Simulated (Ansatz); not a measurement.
# AsH2F (singlet): the correlation ladder at a displaced geometry (v1), cc-pVDZ

One table from this session's results is given with a row withheld; the runs are named, their logs left out.

The runs use Ansatz 0.2.0, Gaussian basis; cc-pVDZ, core rule «outside noble gas», up to 15 orbitals frozen.

The runs, in order: UHF; CCSD(T) on RHF; BCCD(T) on RHF; CISD; CCSDT(Q) on RHF.

27 further runs of the same task are left out: 10 for a known fault of the program, 8 that didn't finish, 9 set aside as unsound or not needed.

**What is computed**

The geometry is a PBE0/def2-TZVP stationary point (not a proven minimum) with its atoms shifted at random (size 0.040 Å). No spin-orbit coupling is included. The filled d shell of As may be among the frozen orbitals whatever the setting's name suggests; the logs give the count.

4 atoms, charge 0, spin multiplicity 1.

Atoms are counted from 1 here; the program's logs count them from 0.

Bond lengths: F1–As2 1.764 Å, As2–H3 1.462 Å, As2–H4 1.568 Å. Angles: F1–As2–H3 97.9°, F1–As2–H4 95.4°, H3–As2–H4 88.7°.

The first run:

Input file in.yaml:

```yaml
crystal:
  periodic: [false, false, false]
  atoms:
    - {symbol: F, position_ang: [-0.050954, 0.012359, 1.417391]}
    - {symbol: As, position_ang: [0.040324, -0.003783, -0.343993]}
    - {symbol: H, position_ang: [-0.967086, -1.034658, -0.588166]}
    - {symbol: H, position_ang: [-1.069851, 1.082909, -0.558362]}
basis:
  gaussian: {orbitals: cc-pVDZ}
magnetization: {spin_polarized: true, initial_magnetization: 0}
hamiltonian: {xc: hf}
output: {orbitals: {seedname: orbitals}}
```

Started as:

```console
$ ansatz run in.yaml --threads 1 --pin off --events-out ev --progress --plain --max-ram 2393MiB
```

Among the steps run: UHF; CCSD(T) on RHF; BCCD(T) on RHF; CISD; CCSDT(Q) on RHF.

One of the session's tables, all rows but one given; the rest of the session is left out.

| method | from RCCSDT(Q) (meV) |
| --- | --- |
| RHF | +9034.1 |
| RMP2 | +827.0 |
| RCCSD | +202.2 |
| RCCSD(T) | +35.4 |
| BCCD(T) | ? |
| RCCSDT | +18.9 |
| RCCSDT(Q) | 0 |

**Question.** Estimate the row for BCCD(T).

As computed: from RCCSDT(Q) (meV): +32.4. In the column «from RCCSDT(Q) (meV)» it lies between RCCSDT (+18.9) and RCCSD(T) (+35.4).

Not comparable, so not listed: CISD (they don't share determinant, frozen orbitals or solution with the rows shown, or repeat one).
